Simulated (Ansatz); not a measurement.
# CH3FSi2: the cost of one run

Program: Ansatz 0.2.0. Level of theory: RKS B3LYP/def2-SVP. These are calculated values, not measurements.

## Step 1: Starting point

Bond lengths: C1–Si2 1.762 Å, Si2–Si3 2.230 Å, Si3–F4 1.638 Å, C1–H5 1.079 Å, C1–H6 1.077 Å, Si3–H7 1.474 Å. Angles: C1–Si2–Si3 127.5°, Si2–C1–H5 122.9°, Si2–C1–H6 121.7°, H5–C1–H6 114.1°, Si2–Si3–F4 104.4°, Si2–Si3–H7 132.7°, F4–Si3–H7 95.0°.

Coordinates:

```xyz
7

C    -1.0470    1.5622   -0.1703
Si   -0.5162    0.0626    0.5882
Si    1.2128   -1.2169    0.0000
F     0.5618   -2.7037   -0.2230
H    -0.7416    1.8579   -1.1617
H    -1.8627    2.1412    0.2296
H     2.3928   -1.7032    0.7371
```

## Step 2: End point A

File input.yaml:

```yaml
crystal:
  periodic: [false, false, false]
  atoms:
    - { symbol: C, position_ang: [-1.04699, 1.56217, -0.17033] }
    - { symbol: Si, position_ang: [-0.51616, 0.06256, 0.58821] }
    - { symbol: Si, position_ang: [1.21283, -1.21691, -3.0e-05] }
    - { symbol: F, position_ang: [0.56185, -2.70373, -0.22296] }
    - { symbol: H, position_ang: [-0.74161, 1.85795, -1.16165] }
    - { symbol: H, position_ang: [-1.86275, 2.14118, 0.22962] }
    - { symbol: H, position_ang: [2.39282, -1.70321, 0.73712] }
basis:
  gaussian: { orbitals: def2-SVP }
hamiltonian:
  xc: b3lyp
relax:
  f_tol: 0.015
  max_steps: 40
```

Run with:

```console
$ ansatz run input.yaml --threads 1 --pin off --max-ram 2048MiB --backend cpu --events-out ev --progress --plain --runs-dir out
```

Q: Estimate wall time and peak memory on 1 thread of Arm Neoverse V2, shared host.

About 32 s, with a peak of 0.14 GiB.
